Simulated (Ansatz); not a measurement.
# SiAsH (singlet): the correlation ladder, cc-pVDZ

One table from this session's results is given with a row withheld; the runs are named, their logs left out.

The runs use Ansatz 0.2.0, Gaussian basis; cc-pVDZ, core rule «outside noble gas», up to 19 orbitals frozen.

Plan: UHF; CCSD(T) on RHF; CCSD(T) on UHF; BCCD(T) on RHF; CISD; CCSDT(Q) on RHF; CCSDT(Q) on UHF; CCSDTQ on RHF; CCSDTQ on UHF; CASSCF and MRCISD+Q, 10 electrons in 9 orbitals; CASSCF and NEVPT2, 10 electrons in 9 orbitals.

6 further runs of the same task are left out: 6 set aside as unsound or not needed. Runs told in other sessions of the task aren't counted.

### The system

The geometry is a PBE0/def2-TZVP stationary point (not a proven minimum) of the parent state, kept for this charge and spin. No spin-orbit coupling is included. The filled d shell of As may be among the frozen orbitals whatever the setting's name suggests.

3 atoms, charge 0, spin multiplicity 1.

Atoms are counted from 1 here; the program's logs count them from 0.

Bond lengths: Si1–As2 2.196 Å, Si1–H3 1.512 Å. Angles: As2–Si1–H3 116.7°.

Geometry (Å):

```xyz
3
AsHSi
Si    0.00000   -0.10436    1.57181
As    0.00000    0.02292   -0.62055
H     0.00000    1.20459    2.32945
```

The first run:

in.yaml reads:

```yaml
crystal:
  periodic: [false, false, false]
  atoms:
    - {symbol: Si, position_ang: [0.000000, -0.104364, 1.571806]}
    - {symbol: As, position_ang: [0.000000, 0.022917, -0.620554]}
    - {symbol: H, position_ang: [0.000000, 1.204585, 2.329445]}
basis:
  gaussian: {orbitals: cc-pVDZ}
magnetization: {spin_polarized: true, initial_magnetization: 0}
hamiltonian: {xc: hf}
output: {orbitals: {seedname: orbitals}}
```

On the command line:

```bash
$ ansatz run in.yaml --threads 1 --pin off --events-out ev --progress --plain --max-ram 4096MiB --backend cpu
```

Among the steps run: UHF; CCSD(T) on RHF; CCSD(T) on UHF; BCCD(T) on RHF; CISD; CCSDT(Q) on RHF; CCSDT(Q) on UHF; CCSDTQ on RHF; CCSDTQ on UHF; CASSCF and MRCISD+Q, 10 electrons in 9 orbitals; CASSCF and NEVPT2, 10 electrons in 9 orbitals.

One of the session's tables, all rows but one given; the rest of the session is left out.

It belongs to the step «Misses and costs». 

```
          method  from RCCSDTQ (kcal/mol)
             RHF                  +152.18
             UHF                  +130.38
            RMP2                   +34.90
            CISD                   +27.75
           RCCSD                   +11.48
        RCCSD(T)                    +1.84
         BCCD(T)                    +2.29
          RCCSDT                        ?
       RCCSDT(Q)                    -0.42
         RCCSDTQ                        0
  CASSCF valence                   +86.07
  NEVPT2 valence                   +20.27
  MRCISD valence                    +6.41
MRCISD+Q valence                    +0.11
```

Estimate the missing values for RCCSDT.

As computed: from RCCSDTQ (kcal/mol): +1.16. In the column «from RCCSDTQ (kcal/mol)» it lies between MRCISD+Q valence (+0.11) and RCCSD(T) (+1.84).

To keep in mind: The determinant of HF (⟨S²⟩ 1.45) is far from a pure spin state, so its energy mixes those of several spin states; that is harmless only where they are near-degenerate.
